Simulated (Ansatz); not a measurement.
# C3H6AlF: one species, many methods

How much do the methods differ for C3H6AlF? The plan is to run it at one geometry with functionals of several rungs and with coupled cluster. The yardstick is the atomisation energy at the CCSD(T) limit.

Computed with Ansatz 0.2.0, Gaussian basis. Level: functionals in def2-TZVPP, the program's frozen cores in correlated methods.

Plan: LDA (SPW92), PBE-D4, revPBE-D4, BLYP-D4, r2SCAN-D4, B97M-V, PBE0-D4, B3LYP-D4, r2SCANh-D4, r2SCAN0-D4, HSE06-D4, BHLYP-D4, CAM-B3LYP-D4, LC-ωPBE, ωB97X-V, ωB97M-V, B2PLYP, PBE-QIDH; CCSD(T)/def2-SVP; CCSD(T)/def2-TZVPP; MP2/def2-QZVPP; extrapolation to the limit; RPA on PBE.

## (1) Structure used throughout

An earlier PBE0-D4 in a triple-zeta def2 set relaxation fixed the geometry.

11 atoms, charge 0, spin multiplicity 1.

Atoms are counted from 1 here; the program's logs count them from 0.

Bond lengths: F1–C2 1.489 Å, C2–Al3 1.933 Å, C2–H6 1.088 Å, C2–H7 1.088 Å, Al3–C4 1.898 Å, Al3–C5 1.898 Å, C4–C5 1.599 Å, C4–H8 1.089 Å, C4–H9 1.089 Å, C5–H10 1.089 Å, C5–H11 1.089 Å. Angles: F1–C2–Al3 74.2°, F1–C2–H6 106.2°, F1–C2–H7 106.2°, Al3–C2–H6 123.3°, Al3–C2–H7 123.3°, H6–C2–H7 111.2°, C2–Al3–C4 154.9°, C2–Al3–C5 154.9°, C4–Al3–C5 49.8°, Al3–C4–C5 65.1°, Al3–C4–H8 122.7°, Al3–C4–H9 122.2°, C5–C4–H8 114.3°, C5–C4–H9 114.2°, H8–C4–H9 109.9°, Al3–C5–C4 65.1°, Al3–C5–H10 122.6°, Al3–C5–H11 122.4° and more.

## (2) LDA

This LDA is Slater exchange with PW92 correlation.

Input file in.yaml:

```yaml
crystal:
  periodic: [false, false, false]
  atoms:
    - {symbol: F, position_ang: [-1.155763, 1.875087, -0.363274]}
    - {symbol: C, position_ang: [0.165836, 2.239089, 0.217450]}
    - {symbol: Al, position_ang: [0.162095, 0.310861, 0.088421]}
    - {symbol: C, position_ang: [-0.244653, -1.449227, 0.670135]}
    - {symbol: C, position_ang: [0.375895, -1.352234, -0.800459]}
    - {symbol: H, position_ang: [-0.046044, 2.776027, 1.139580]}
    - {symbol: H, position_ang: [0.649619, 2.885228, -0.511927]}
    - {symbol: H, position_ang: [0.374927, -1.992091, 1.382119]}
    - {symbol: H, position_ang: [-1.264239, -1.829993, 0.700131]}
    - {symbol: H, position_ang: [1.343660, -1.839069, -0.909987]}
    - {symbol: H, position_ang: [-0.295931, -1.680578, -1.591787]}
basis:
  gaussian: {orbitals: def2-TZVPP}
hamiltonian: {xc: lda}
output: {orbitals: {seedname: orbitals}}
```

Run with:

```console
> ansatz run in.yaml --threads 4 --pin off --events-out ev --progress --plain --max-ram 10444MiB
```

Further steps of the session: PBE-D4 (GGA); revPBE-D4 (GGA); BLYP-D4 (GGA); r2SCAN-D4 (meta-GGA); B97M-V (meta-GGA); PBE0-D4 (hybrid); B3LYP-D4 (hybrid); r2SCANh-D4 (hybrid); r2SCAN0-D4 (hybrid); HSE06-D4 (hybrid); BHLYP-D4 (hybrid); CAM-B3LYP-D4 (range-separated); LC-ωPBE (range-separated); ωB97X-V (range-separated); ωB97M-V (range-separated); B2PLYP (double hybrid); PBE-QIDH (double hybrid); CCSD(T) in def2-SVP; CCSD(T) in def2-TZVPP; MP2 in def2-QZVPP; RPA on PBE orbitals.

Q: Predict the results of all the runs planned. Wanted: atomisation energy, CCSD(T)/CBS; farthest beyond LDA; mean size of error, GGA; mean size of error, meta-GGA; mean size of error, hybrid; mean size of error, range-separated; mean size of error, double hybrid; gap, smallest and largest; T1 diagnostic.

The runs gave:

```
                               quantity                                                                                        value
        atomisation energy, CCSD(T)/CBS                                                                               948.0 kcal/mol
functionals within 4.7 kcal/mol (0.5 %)  revPBE-D4, BLYP-D4, B3LYP-D4, r2SCANh-D4, CAM-B3LYP-D4, LC-ωPBE, ωB97X-V, ωB97M-V, PBE-QIDH
                    farthest beyond LDA                                                                    BHLYP-D4 (-30.8 kcal/mol)
                mean size of error, GGA                                                                                 9.4 kcal/mol
           mean size of error, meta-GGA                                                                                 6.0 kcal/mol
             mean size of error, hybrid                                                                                 8.7 kcal/mol
    mean size of error, range-separated                                                                                 3.7 kcal/mol
      mean size of error, double hybrid                                                                                 6.5 kcal/mol
              gap, smallest and largest                                                     3.08 eV (LDA (SPW92)), 9.95 eV (LC-ωPBE)
                          T1 diagnostic                                                                                       0.0120
triples share of the correlation energy                                                                                        3.8 %
```

The LDA atomisation energy is off by 143.5 kcal/mol (15 %): it overbinds. PBE-D4 misses by +23.3 kcal/mol. Double hybrids carry the basis error of their MP2 part in triple zeta, and no dispersion term here, so their miss is partly the set-up's. By mean error the best rung here is range-separated (3.7 kcal/mol) and the worst beyond LDA is GGA (9.4 kcal/mol). hybrid functionals lie within the reference's doubt of that worst mean (8.7 kcal/mol), so those two tie. The gap between the best rungs is small, so their order is not settled. The reference freezes the cores and leaves out relativity and excitations past (T), so misses under about 4.7 kcal/mol can't be ranked. Hartree-Fock recovers 72 % of the binding; the rest is correlation. CCSD(T) in def2-SVP is off by -46.6 kcal/mol, more than most functionals: a good method in a small basis is no reference. The gap grows from 3.1 to 10.0 eV across the functionals, mostly with the share of exact exchange.
